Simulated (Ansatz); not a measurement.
# C2H7AlSi: a ladder of functionals and wavefunction methods

Aim: compute C2H7AlSi with functionals from several rungs and with coupled cluster. The yardstick is the atomisation energy at the CCSD(T) limit.

Method: functionals in def2-TZVPP, the program's frozen cores in correlated methods; program: Ansatz 0.2.0, Gaussian basis.

The runs, in order: LDA (SPW92), PBE-D4, revPBE-D4, BLYP-D4, r2SCAN-D4, B97M-V, PBE0-D4, B3LYP-D4, r2SCANh-D4, r2SCAN0-D4, HSE06-D4, BHLYP-D4, CAM-B3LYP-D4, LC-ωPBE, ωB97X-V, ωB97M-V, B2PLYP, PBE-QIDH; CCSD(T)/def2-SVP; CCSD(T)/def2-TZVPP; MP2/def2-QZVPP; extrapolation to the limit; RPA on PBE.

## Step 1: Structure used throughout

All runs share one geometry, relaxed beforehand with PBE0-D4 in a triple-zeta def2 set.

SMILES `[CH2]1[AlH][CH2][SiH2]1`, 11 atoms, charge 0, spin multiplicity 1.

Atoms are counted from 1 here; the program's logs count them from 0.

Bond lengths: C1–Al2 1.968 Å, C1–Si4 1.890 Å, C1–H5 1.090 Å, C1–H6 1.098 Å, Al2–C3 1.968 Å, Al2–H7 1.588 Å, C3–Si4 1.890 Å, C3–H8 1.098 Å, C3–H9 1.090 Å, Si4–H10 1.492 Å, Si4–H11 1.491 Å. Angles: Al2–C1–Si4 85.3°, Al2–C1–H5 122.9°, Al2–C1–H6 110.3°, Si4–C1–H5 118.5°, Si4–C1–H6 110.7°, H5–C1–H6 107.6°, C1–Al2–C3 90.6°, C1–Al2–H7 134.6°, C3–Al2–H7 134.6°, Al2–C3–Si4 85.3°, Al2–C3–H8 110.2°, Al2–C3–H9 123.0°, Si4–C3–H8 110.7°, Si4–C3–H9 118.6°, H8–C3–H9 107.6°, C1–Si4–C3 95.5°, C1–Si4–H10 110.4°, C1–Si4–H11 115.7° and more.

## Step 2: LDA

This LDA is Slater exchange with PW92 correlation.

in.yaml

```yaml
crystal:
  periodic: [false, false, false]
  atoms:
    - {symbol: C, position_ang: [-0.380256, 1.142680, -0.716004]}
    - {symbol: Al, position_ang: [0.996908, 0.883919, 0.665668]}
    - {symbol: C, position_ang: [0.377131, -0.958990, 0.968761]}
    - {symbol: Si, position_ang: [-0.584030, -0.734957, -0.643156]}
    - {symbol: H, position_ang: [-0.172257, 1.606841, -1.679965]}
    - {symbol: H, position_ang: [-1.257682, 1.645515, -0.288579]}
    - {symbol: H, position_ang: [2.184569, 1.770338, 1.237506]}
    - {symbol: H, position_ang: [-0.307332, -0.991737, 1.826696]}
    - {symbol: H, position_ang: [1.056409, -1.806667, 1.057394]}
    - {symbol: H, position_ang: [0.141633, -1.380560, -1.775090]}
    - {symbol: H, position_ang: [-1.989693, -1.233382, -0.632733]}
basis:
  gaussian: {orbitals: def2-TZVPP}
hamiltonian: {xc: lda}
output: {orbitals: {seedname: orbitals}}
```

After this run come: PBE-D4 (GGA); revPBE-D4 (GGA); BLYP-D4 (GGA); r2SCAN-D4 (meta-GGA); B97M-V (meta-GGA); PBE0-D4 (hybrid); B3LYP-D4 (hybrid); r2SCANh-D4 (hybrid); r2SCAN0-D4 (hybrid); HSE06-D4 (hybrid); BHLYP-D4 (hybrid); CAM-B3LYP-D4 (range-separated); LC-ωPBE (range-separated); ωB97X-V (range-separated); ωB97M-V (range-separated); B2PLYP (double hybrid); PBE-QIDH (double hybrid); CCSD(T) in def2-SVP; CCSD(T) in def2-TZVPP; MP2 in def2-QZVPP; RPA on PBE orbitals.

Before running them: what should the planned runs give, taken together? Wanted: atomisation energy, CCSD(T)/CBS; farthest beyond LDA; mean size of error, GGA; mean size of error, meta-GGA; mean size of error, hybrid; mean size of error, range-separated; mean size of error, double hybrid; gap, smallest and largest; T1 diagnostic.

**Answer**, as computed:

| quantity | value |
| --- | --- |
| atomisation energy, CCSD(T)/CBS | 39.144 eV |
| functionals within 0.196 eV (0.5 %) | PBE-D4, r2SCAN-D4, PBE0-D4, B3LYP-D4, r2SCANh-D4, r2SCAN0-D4, HSE06-D4, CAM-B3LYP-D4, LC-ωPBE, ωB97X-V, ωB97M-V, PBE-QIDH |
| farthest beyond LDA | BHLYP-D4 (-0.718 eV) |
| mean size of error, GGA | 0.414 eV |
| mean size of error, meta-GGA | 0.264 eV |
| mean size of error, hybrid | 0.181 eV |
| mean size of error, range-separated | 0.112 eV |
| mean size of error, double hybrid | 0.340 eV |
| gap, smallest and largest | 3.91 eV (LDA (SPW92)), 10.64 eV (LC-ωPBE) |
| T1 diagnostic | 0.0109 |
| triples share of the correlation energy | 4.0 % |

LDA overbinds by 4.583 eV (12 %). PBE-D4 is off by +0.175 eV. Double hybrids carry the basis error of their MP2 part in triple zeta, and no dispersion term here, so their miss is partly the set-up's. The rungs range-separated, hybrid miss on average by less than the doubt on the reference (0.196 eV), so they tie. Misses under about 0.196 eV are within the doubt on the reference itself, which lacks core-valence correlation, relativity and higher excitations. Hartree-Fock recovers 76 % of the binding; the rest is correlation. CCSD(T) in def2-SVP is off by -2.177 eV, more than most functionals: a good method in a small basis is no reference. Orbital gaps span 3.9 to 10.6 eV; exact exchange widens them.
